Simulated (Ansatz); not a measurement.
# CH₆BFSn: one species, many methods

One table from this session's results is given with a row withheld; the runs are named, their logs left out.

Computed with Ansatz 0.2.0, Gaussian basis. Level: functionals in def2-TZVPP, the program's frozen cores in correlated methods.

The runs, in order: PBE-D4, r2SCAN-D4, PBE0-D4, B3LYP-D4, ωB97X-V, ωB97M-V, B2PLYP; CCSD(T)/def2-TZVPP; MP2/def2-QZVPP; extrapolation to the limit.

## Structure used throughout

An earlier PBE0-D4 in a triple-zeta def2 set relaxation fixed the geometry. Sn takes the def2 core potential; no spin-orbit term is included.

SMILES `[BH2][SnH2][CH2]F`, 10 atoms, charge 0, spin multiplicity 1.

Atoms are counted from 1 here; the program's logs count them from 0.

Bond lengths: B1–Sn2 2.245 Å, B1–H5 1.193 Å, B1–H6 1.194 Å, Sn2–C3 2.176 Å, Sn2–H7 1.710 Å, Sn2–H8 1.716 Å, C3–F4 1.390 Å, C3–H9 1.093 Å, C3–H10 1.092 Å. Angles: Sn2–B1–H5 121.7°, Sn2–B1–H6 119.8°, H5–B1–H6 118.5°, B1–Sn2–C3 110.4°, B1–Sn2–H7 114.5°, B1–Sn2–H8 110.1°, C3–Sn2–H7 107.9°, C3–Sn2–H8 106.3°, H7–Sn2–H8 107.3°, Sn2–C3–F4 109.7°, Sn2–C3–H9 110.6°, Sn2–C3–H10 111.2°, F4–C3–H9 108.2°, F4–C3–H10 108.2°, H9–C3–H10 108.9°.

Coordinates:

```xyz
10
charge 0, multiplicity 1
B    -1.45185    0.91706   -1.12756
Sn   -0.35459   -0.76758   -0.12862
C     1.37382   -0.00934    0.95422
F     2.14329    0.78397    0.11145
H    -1.93245    0.79566   -2.21325
H    -1.57640    1.96189   -0.56273
H     0.18805   -1.99113   -1.19360
H    -1.36409   -1.51737    1.03974
H     1.05722    0.60176    1.80318
H     2.00012   -0.82612    1.32017
```

Set-up of the first run:

File in.yaml:

```yaml
crystal:
  periodic: [false, false, false]
  atoms:
    - {symbol: B, position_ang: [-1.451853, 0.917063, -1.127561]}
    - {symbol: Sn, position_ang: [-0.354592, -0.767579, -0.128619]}
    - {symbol: C, position_ang: [1.373818, -0.009339, 0.954217]}
    - {symbol: F, position_ang: [2.143289, 0.783968, 0.111453]}
    - {symbol: H, position_ang: [-1.932454, 0.795662, -2.213252]}
    - {symbol: H, position_ang: [-1.576401, 1.961890, -0.562730]}
    - {symbol: H, position_ang: [0.188053, -1.991133, -1.193601]}
    - {symbol: H, position_ang: [-1.364093, -1.517371, 1.039735]}
    - {symbol: H, position_ang: [1.057216, 0.601760, 1.803184]}
    - {symbol: H, position_ang: [2.000118, -0.826120, 1.320173]}
basis:
  gaussian: {orbitals: def2-TZVPP}
hamiltonian: {xc: pbe, dispersion: d4}
output: {forces: true, orbitals: {seedname: orbitals}}
```

Launch:

```
$ ansatz run in.yaml --threads 4 --pin off --events-out ev --progress --plain --max-ram 10444MiB
```

Among the steps run: PBE-D4 (GGA); r2SCAN-D4 (meta-GGA); PBE0-D4 (hybrid); B3LYP-D4 (hybrid); ωB97X-V (range-separated); ωB97M-V (range-separated); B2PLYP (double hybrid); CCSD(T) in def2-TZVPP; MP2 in def2-QZVPP.

One of the session's tables, all rows but one given; the rest of the session is left out.

| method | atoms, summed (eV) | atomisation energy (eV) |
| --- | --- | --- |
| PBE-D4 | -10321.883 | 31.878 |
| r2SCAN-D4 | -10327.469 | 31.605 |
| PBE0-D4 | -10323.040 | 31.449 |
| B3LYP-D4 | -10330.366 | 31.550 |
| ωB97X-V | -10325.687 | 31.778 |
| ωB97M-V | -10324.333 | 31.606 |
| B2PLYP | -10319.055 | 31.157 |
| HF/def2-TZVPP | -10285.234 | 23.201 |
| MP2/def2-TZVPP | -10300.800 | 30.942 |
| CCSD/def2-TZVPP | -10302.165 | 30.502 |
| CCSD(T)/def2-TZVPP | ? | ? |
| MP2/CBS | -10312.377 | 31.682 |
| CCSD(T)/CBS | -10314.089 | 31.642 |

Estimate the missing values for CCSD(T)/def2-TZVPP.

As computed: atoms, summed (eV): -10302.512; atomisation energy (eV): 30.902. In the column «atoms, summed (eV)» it lies between MP2/CBS (-10312.377) and CCSD/def2-TZVPP (-10302.165).
